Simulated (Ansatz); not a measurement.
C2H4Ge, SMILES C#[C][GeH3], an atomisation energy

With Ansatz 0.2.0 through its Python package.

The cells in order, each with its output:

In [1]:
```python
from collections import Counter

import ansatz as az
```

In [2]:
```python
def single_point(molecule, charge=0, unpaired=0):
    calc = molecule.calculation().basis(gaussian="def2-SVPD").functional("CAM-B3LYP")
    if charge:
        calc = calc.charge(charge)
    if unpaired:
        calc = calc.spin("collinear", total=unpaired)
    report = calc.run().report
    if report["published_state_doubts"]:
        print("  doubts:", report["published_state_doubts"])
    return report["free_energy_ev"]
```

In [3]:
```python
geometry_ang = [
    ("C", (-0.8049, -1.873, 0.1386)),
    ("C", (-0.3507, -0.74, 0.0479)),
    ("Ge", (0.416, 0.9785, -0.0876)),
    ("H", (-1.2239, -2.7753, 0.1916)),
    ("H", (0.1328, 1.588, -1.4768)),
    ("H", (-0.1189, 1.9056, 1.0418)),
    ("H", (2.0108, 0.8481, 0.0987)),
]
c2h4ge = az.Crystal.molecule()
for symbol, xyz in geometry_ang:
    c2h4ge = c2h4ge.atom(symbol, xyz)
```

In [4]:
```python
unpaired = {"C": 2, "Ge": 2, "H": 1}
counts = Counter(site.symbol for site in c2h4ge.cartesian_sites)
atom_energy = {s: single_point(az.Crystal.molecule().atom(s, (0, 0, 0)), 0, unpaired[s]) for s in counts}
whole = single_point(c2h4ge, 0, 0)
for s, e in atom_energy.items():
    print(f"{s:2s} x{counts[s]}  {e:14.5f} eV")
print(f"C2H4Ge: {whole:.5f} eV")
split = sum(counts[s] * e for s, e in atom_energy.items()) - whole
print(f"atomisation energy (no zero-point term): {96.485332 * split:.1f} kJ/mol, {split / sum(counts.values()):.3f} eV an atom")
```
```text
C  x2     -1028.38616 eV
Ge x1    -56511.99069 eV
H  x4       -13.54842 eV
C2H4Ge: -58648.33477 eV
atomisation energy (no zero-point term): 2448.6 kJ/mol, 3.625 eV an atom
```

2448.6 kJ/mol from the electronic energies, without the zero-point term.

Caveats:
- Total energies depend on the basis set; only differences at equal settings carry meaning.
- The geometry is a force-field or estimated start, not a minimum of this method, and the basis set is short of its limit. All parts are taken at fixed geometry, without zero-point energy.
- Wall time of the script: 4.9 s on 1 thread of Arm Neoverse V1, with other jobs on the host, peak memory 0.31 GiB.
